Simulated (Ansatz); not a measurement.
CsLiCr2Te2S3 in Ansatz: the effect of target pressure

CsLiCr2Te2S3:

```
Cs Li Cr Te S
1.0
     7.05684    0.00000    0.00788
     0.00000    3.98060    0.00000
    -2.68302    0.00000    8.67869
Cs Li Cr Te S
1 1 2 2 3
Cartesian
  -0.4655 0.0000 3.2730
  3.9824 1.9903 6.8528
  -1.6462 0.0000 8.2124
  1.5770 1.9903 8.4373
  3.1779 0.0000 1.3292
  1.9151 0.0000 6.5041
  4.3316 0.0000 5.9520
  -0.4879 1.9903 7.3270
  6.6516 1.9903 0.4725
```

The cell was built by a generator and needn't be a form met in nature.

Alike in all runs:

- Program: Ansatz 0.2.0
- Task: relaxation of cell and atoms
- Functional: PBE
- Potentials or basis: Ansatz PAW
- Cutoff: 420 eV (not typed: the program's choice for these potentials)
- k mesh: 3 × 5 × 3
- Occupations: fermi-dirac, width 0.05 eV
- Spin: collinear spin, ferromagnetic start
- Starting moments: [0.0, 0.0, 3.0, 3.0, 0.0, 0.0, 0.0, 0.0, 0.0] μB

Each run relaxes the cell or the atoms first.

| target pressure | relaxed volume (Å³/atom) | gap on the mesh (eV) | moment (μB) |
| --- | --- | --- | --- |
| 10 GPa | 21.08 | none | 5.90 |
| 20 GPa | 18.41 | none | 0.18 |
| 2 GPa | ? | ? | ? |
| 5 GPa | 23.07 | 0.32 | 5.99 |

**Question.** What does the run with target pressure 2 GPa give?

**Answer.** Relaxed volume 25.00 Å³/atom; gap on the mesh 0.55 eV; moment 6.00 μB.

Worked out: A straight line through the other rows of the relaxed volume, of slope -0.304 Å³/atom per GPa, extrapolates to 23.80 Å³/atom, against the run's 25.00. The moment follows no smooth curve through the other rows.

Caveats: the plane-wave basis is chosen anew once the cell has moved, so the energies of steps on either side of that aren't comparable; only a ferromagnetic start was run, and an antiferromagnetic order may lie lower in energy (some runs); the volume moved by over 15 % at a fixed basis, so the end points are rough (some runs); odd divisions of the mesh miss points on the zone boundary, where band edges often lie, so the gap on the mesh can be too wide (some runs); spin-orbit coupling is left out, which moves the levels of the heavy elements (some runs); the starting moments weren't kept (some runs).

A k mesh can miss the band edges.

A gap of «none» marks a metal or a gap under the smearing width.
